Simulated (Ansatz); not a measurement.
Working through vertical spin-state energies of C₃H₆OSe, SMILES CC1(O)C[Se]1

Computed with Ansatz 0.2.0, Python API.

Contents of `c3h6ose.xyz`:
```text
11

C    -0.84590    0.84910   -0.19680
C     0.27120   -0.08960   -0.18060
O     0.70040   -0.55770   -1.42800
C     0.35960   -1.08560    0.88560
Se    1.69840    0.26930    1.11380
H    -0.62550    1.78850   -0.83220
H    -1.11790    1.24990    0.81840
H    -1.74610    0.41530   -0.65540
H     1.23070    0.21520   -1.77930
H     0.68640   -2.08980    0.62090
H    -0.54590   -1.02150    1.65430
```

The cells in order, each with its output:

```python
import warnings

import ansatz as az
```

```python
BASIS_SET = 'cc-pVDZ'
XC = 'pbe'

warnings.simplefilter('ignore', az.DeckWarning)
```

```python
system = az.Crystal.molecule_from_extxyz('c3h6ose.xyz')
```

```python
calc = system.calculation().basis(gaussian=BASIS_SET).functional(XC).scf(lower_state_search='light')
found = {}
for unpaired in [0, 2]:
    report = calc.spin('collinear', total=unpaired).run(threads=1, backend='cpu').report
    s = unpaired / 2
    found[unpaired] = report['free_energy_ev']
    print(f'2S+1 = {unpaired + 1}: E = {found[unpaired]:.5f} eV, <S^2> = {abs(report["mean_field"]["state"]["spin_squared"]):.3f} (pure state {s * (s + 1):.2f})')
lowest = min(found, key=found.get)
for unpaired, e in found.items():
    print(f'multiplicity {unpaired + 1}: {96.485332 * (e - found[lowest]):.1f} kJ/mol above the lowest')
```

    2S+1 = 1: E = -70587.81023 eV, <S^2> = 0.000 (pure state 0.00)
    2S+1 = 3: E = -70583.80206 eV, <S^2> = 2.002 (pure state 2.00)
    multiplicity 1: 0.0 kJ/mol above the lowest
    multiplicity 3: 386.7 kJ/mol above the lowest

In order: multiplicity 1 (+0.00 eV) and multiplicity 3 (+4.01 eV), all at the one geometry.

Caveats:
- These settings explore the input space; basis and method may be short of convergence.
- The geometry is a force-field or estimated start, not a minimum of this method, and the basis set is short of its limit. All parts are taken at fixed geometry, without zero-point energy.
- The whole script took 7.5 s on 1 thread of AMD EPYC 9R45 96-Core Processor (Zen 5) (shared host), peak memory 0.3 GiB.

(Lines on the test bed's own set-up are left out of the output.)
